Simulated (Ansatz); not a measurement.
# OCS (SMILES O=C=S): r2SCAN0/STO-3G

Aim: the electronic atomisation energy of OCS at r2SCAN0/STO-3G, from 4 runs. 

The calculation is run with Ansatz 0.2.0.

50 further runs of the same task are left out: 2 that didn't finish, 48 set aside as unsound or not needed.

### 1 The molecule

OCS: 3 atoms, total charge 0, spin state singlet. SMILES: `O=C=S`. The shape is that of a PBE0-D4/def2-TZVP optimisation.

Bond lengths: O1–C2 1.152 Å, C2–S3 1.558 Å. Angles: O1–C2–S3 180.0°.

### 2 The energy at r2SCAN0/STO-3G

run.yaml reads:

```yaml
crystal:
  periodic: [false, false, false]
  atoms:
    - {symbol: O, position_ang: [0.921990, 0.684410, 0.582150]}
    - {symbol: C, position_ang: [0.096740, 0.071800, 0.061080]}
    - {symbol: S, position_ang: [-1.018720, -0.756210, -0.643230]}
basis:
  gaussian: {orbitals: STO-3G}
hamiltonian: {xc: {name: r2SCAN0}}
accuracy: high
```

Started as:

```bash
$ ansatz run run.yaml --threads 1 --pin off --max-ram 3480MiB --events-out events.jsonl --progress --plain --runs-dir runs
```

Log:

```text
Warning: RAYON_NUM_THREADS=1 ignored (pool sized by the plan → 1); use --threads N
Functional definition: r2SCAN0
  name "r2SCAN0"
  parameter a = 0.25
  parameter k0 = 0.174
  parameter k1 = 0.065
  parameter a1 = 4.9479
  exchange = (1 - a)*r2scan_x(k0 = k0, k1 = k1, a1 = a1) + a*exact_x
  correlation = r2scan_c
325 factors; integrals over basis functions are off by at most 2.3e-8 eV
mean field evaluation 1: about -13754.8111 eV, gradient 2.3e1 eV
mean field evaluation 2: about -13753.0390 eV, gradient 3.6e1 eV
mean field evaluation 4: about -13756.3090 eV, gradient 2.1e0 eV
mean field evaluation 8: about -13756.2982 eV, gradient 2.8e-2 eV
mean field evaluation 16: about -13756.2982 eV, gradient 2.2e-9 eV
mean field -13756.29822278 eV, -505.5346353335 hartree, gradient 3.3e-9 eV, S^2 0.000000; 0 other end points of the search recorded, 0 dependent functions left out
reference -13756.29822293 eV, -505.5346353390 hartree; 15, 15 occupied and 4, 4 virtual orbitals, 325 factors
Total energy: -13756.29822293 eV, -505.5346353390 hartree
```

It took 0.9 s on 1 thread of Intel Xeon 6975P-C (Granite Rapids), shared host; peak memory 0.15 GiB.

### 3 The C atom, same level

run.yaml reads:

```yaml
crystal:
  periodic: [false, false, false]
  atoms:
    - {symbol: C, position_ang: [0.000000, 0.000000, 0.000000]}
basis:
  gaussian: {orbitals: STO-3G}
accuracy: high
magnetization: {spin_polarized: true, initial_magnetization: 2}
hamiltonian: {xc: {name: r2SCAN0}}
```

Run the same way, it converges to -37.33469 Eh (log not shown).

### 4 The O atom at the same level

job.yaml reads:

```yaml
crystal:
  periodic: [false, false, false]
  atoms:
    - {symbol: O, position_ang: [0.000000, 0.000000, 0.000000]}
basis:
  gaussian: {orbitals: STO-3G}
magnetization: {spin_polarized: true, initial_magnetization: 2}
hamiltonian: {xc: {name: r2SCAN0}}
accuracy: high
```

Run the same way, it converges to -74.02298 Eh (log not shown).

### 5 The S atom

job.yaml, as its differences from that of step 4:

```diff
@@ -3,3 +3,3 @@
   atoms:
-    - {symbol: O, position_ang: [0.000000, 0.000000, 0.000000]}
+    - {symbol: S, position_ang: [0.000000, 0.000000, 0.000000]}
 basis:
```

Run the same way, it converges to -393.67269 Eh (log not shown).

### 6 Results

Level: r2SCAN0/STO-3G.

| quantity | value |
| --- | --- |
| molecule: total energy | -505.53464 Eh |
| C atom: total energy | -37.33469 Eh |
| C atom: ⟨S²⟩ | 2.000 |
| O atom: total energy | -74.02298 Eh |
| O atom: ⟨S²⟩ | 2.000 |
| S atom: total energy | -393.67269 Eh |
| S atom: ⟨S²⟩ | 2.000 |
| electronic atomisation energy | 13.722 eV |

What this shows: Taking the molecule apart into free atoms costs 13.72 eV (316 kcal/mol), before zero-point energy and without spin-orbit coupling. In a minimal basis such a difference can be off by several eV, whatever the method.
